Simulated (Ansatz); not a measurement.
**BaFeO3: properties at the relaxed cell**

One table from this session's results is given with a row withheld; the runs are named, their logs left out.

The COD entry's cell or inner coordinates are ideal or old and differ from later refinements, so a difference from it is no clean test against experiment.

Computed with Ansatz 0.2.0 (DFT PBEsol, scalar-relativistic, plane waves, PAW, unless a step's input says otherwise).

2 further runs of the same task are left out: 2 set aside as unsound or not needed.

## Starting point

The structure is cubic, space group Pm-3m (No. 221). Conventional cell: a = 3.885 Å, b = 3.885 Å, c = 3.885 Å, α = 90.00°, β = 90.00°, γ = 90.00°. Ba (site symmetry m-3m) is surrounded by 12 O at 2.75 Å. Fe (site symmetry m-3m) is surrounded by 6 O at 1.94 Å. Around O (site symmetry 4/mmm) lie 2 Fe at 1.94 Å and 4 Ba at 2.75 Å.

Coordinates:

```
Ba Fe O
1.0
     3.88466    0.00000    0.00000
     0.00000    3.88466    0.00000
     0.00000    0.00000    3.88466
Ba Fe O
1 1 3
Direct
  0.00000 0.00000 0.00000
  0.50000 0.50000 0.50000
  0.50000 0.50000 0.00000
  0.00000 0.50000 0.50000
  0.50000 0.00000 0.50000
```

This cell was relaxed beforehand with the same method: volume 11.72 Å³/atom, gap on the mesh none (metal), site moments up to 2.7 μB.

The first run:

Input file input.yaml:

```yaml
crystal:
  lattice:
    - [3.8846585191, 0.0, 0.0]
    - [0.0, 3.8846585191, 0.0]
    - [0.0, 0.0, 3.8846585191]
  atoms:
    - { symbol: Ba, position: [0.0, 0.0, 0.0] }
    - { symbol: Fe, position: [0.5, 0.5, 0.5], spin: 2.92 }
    - { symbol: O, position: [0.5, 0.5, 0.0], spin: 0.18 }
    - { symbol: O, position: [0.0, 0.5, 0.5], spin: 0.18 }
    - { symbol: O, position: [0.5, 0.0, 0.5], spin: 0.18 }
basis:
  ecutwfc: 420
kpoints:
  mp_grid: { grid: [10, 10, 10] }
  band_path:
    path:
      - [[0.0, 0.0, 0.0], [0.0, 0.5, 0.0], [0.5, 0.5, 0.0], [0.0, 0.0, 0.0], [0.5, 0.5, 0.5], [0.0, 0.5, 0.0]]
      - [[0.5, 0.5, 0.5], [0.5, 0.5, 0.0]]
    npoints: 14
hamiltonian:
  xc: pbesol
scf:
  occupations: { method: gaussian, width: 0.1 }
  n_extra_bands: 12
output:
  forces: true
  stress: true
  eigenvalues: true
  populations: true
  dos: { projected: true, de: 0.02, nscf_kmesh: { grid: [15, 15, 15] } }
  bader: true
  write_density: true
  write_potential: true
  elf: true
  volumetric_format: npy
magnetization:
  spin_polarized: true
checkpoint:
  read: start.run
  write: ck
  compress: false
  write_wavefunctions: false
  write_every: 100000
```

Command:

```bash
ansatz run input.yaml --threads 2 --pin off --max-ram 5120MiB --backend cpu --events-out ev --progress --plain --runs-dir out
```

Among the steps run: Static run: bands, density of states and charges; Point at V/V0 = 0.97; Volume × 1.03; The cell scaled to 0.94 of its volume; Volume × 1.06.

One of the session's tables, all rows but one given; the rest of the session is left out.

It belongs to the step «Fit of the equation of state». 

| volume (Å³/atom) | energy above the lowest point (meV/atom) | pressure (GPa) | largest moment (μB) |
| --- | --- | --- | --- |
| 11.021 | 24.7 | 11.98 | 2.58 |
| 11.373 | ? | ? | ? |
| 11.724 | 0.0 | -0.03 | 2.66 |
| 12.076 | 5.4 | -4.62 | 2.70 |
| 12.428 | 20.0 | -8.38 | 2.76 |

Estimate the missing values for volume (Å³/atom) = 11.373.

Worked estimate for «energy above the lowest point (meV/atom)». A straight line through the neighbours (11.021, 24.7) and (11.724, 0.0) gives 24.7 + (0.0 − 24.7) × (11.373 − 11.021) / (11.724 − 11.021) = 12.3; a parabola fitted to 3 rows on both sides gives 6.4.

As computed: energy above the lowest point (meV/atom): 5.7; pressure (GPa): 5.45; largest moment (μB): 2.62. In «energy above the lowest point (meV/atom)» the line misses by +6.6 and the parabola by +0.7.

To keep in mind: Without a U such compounds often come out metallic though many are antiferromagnetic insulators. Warnings in the runs' records: stability check not made.
